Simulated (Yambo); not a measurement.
Input of a Yambo 5.3.0 run:

File eels2.in:

```
optics
chi
Chimod= "HARTREE"
% BndsRnXd
 1 | 42 |
%
NGsBlkXd= 3 Ry
% LongDrXd
 1 | 1 | 1 |
%
% QpntsRXd
 4 | 4 |
%
% EnRngeXd
 0 | 50 | eV
%
% DmRngeXd
 0.3 | 0.3 | eV
%
ETStpsXd= 250
```

File scf.in:

```
&CONTROL
  calculation = 'scf'
  prefix = 'pwscf'
  outdir = './tmp'
  pseudo_dir = './pseudo'
/
&SYSTEM
  ibrav = 0
  nat = 2
  ntyp = 2
  ecutwfc = 98
  nbnd = 22
  occupations = 'smearing'
  smearing = 'fd'
  degauss = 0.00367493
  nspin = 2
  starting_magnetization(1) = 0.0556
  starting_magnetization(2) = 0
  force_symmorphic = .true.
/
&ELECTRONS
  conv_thr = 4d-10
  electron_maxstep = 120
  mixing_beta = 0.3
/
ATOMIC_SPECIES
Ni    58.6934 Ni.upf
O     15.9990 O.upf
CELL_PARAMETERS angstrom
   0.0000000000    2.0859016414    2.0859016414
   2.0859016414    0.0000000000    2.0859016414
   2.0859016414    2.0859016414    0.0000000000
ATOMIC_POSITIONS crystal
Ni     0.0000000000    0.0000000000    0.0000000000
O      0.5000000000    0.5000000000    0.5000000000
K_POINTS automatic
12 12 12 0 0 0
```

Contents of nscf.in:

```
&CONTROL
  calculation = 'nscf'
  prefix = 'pwscf'
  outdir = './tmp'
  pseudo_dir = './pseudo'
/
&SYSTEM
  ibrav = 0
  nat = 2
  ntyp = 2
  ecutwfc = 98
  nbnd = 42
  occupations = 'smearing'
  smearing = 'fd'
  degauss = 0.00367493
  nspin = 2
  starting_magnetization(1) = 0.0556
  starting_magnetization(2) = 0
  force_symmorphic = .true.
/
&ELECTRONS
  conv_thr = 1d-08
  diago_full_acc = .true.
  diago_thr_init = 1d-06
/
ATOMIC_SPECIES
Ni    58.6934 Ni.upf
O     15.9990 O.upf
CELL_PARAMETERS angstrom
   0.0000000000    2.0859016414    2.0859016414
   2.0859016414    0.0000000000    2.0859016414
   2.0859016414    2.0859016414    0.0000000000
ATOMIC_POSITIONS crystal
Ni     0.0000000000    0.0000000000    0.0000000000
O      0.5000000000    0.5000000000    0.5000000000
K_POINTS automatic
12 12 12 0 0 0
```

Potentials or basis: PseudoDojo 0.4.1 SR PBE standard.

Command:

```sh
$ OMP_NUM_THREADS=1 pw.x -in scf.in > scf.out
$ OMP_NUM_THREADS=1 pw.x -in nscf.in > nscf.out
$ cd tmp/pwscf.save; p2y; mv SAVE ../..; cd ../..
$ OMP_NUM_THREADS=1 yambo
$ OMP_NUM_THREADS=1 yambo -F eels2.in -J eels2 -C eels2_out
```

(1) Predict the peak of the energy-loss function.

(2) Predict the net moment.

## Answers

(1) 33.3 eV.

(2) 0.00 μB per cell.

Caveat: the ground state has no gap, which makes the many-body step unreliable; semilocal functionals often make such compounds metallic where correlation or magnetic order opens a gap, which also shifts bond lengths.

**Measured values to compare with.**

From “Local correlations, non-local screening, multiplets, and band formation in NiO”, 2012, arxiv:1210.6675, for a bulk crystal of NiO: band gap 4.3 eV.

Measured gap of NiO: 4.3 eV (quoted in “Local correlations, non-local screening, multiplets, and band formation in NiO”, 2012, arxiv:1210.6675). This calculation gives 0.00 eV (-4.30 eV). So large a miss can be the level of theory's own, or it may mean another phase, state or a wrong row. The value is that of PBE on a finite k mesh, which can miss the band edges, without temperature or zero-point motion. Semilocal functionals fall short of measured gaps as a rule.
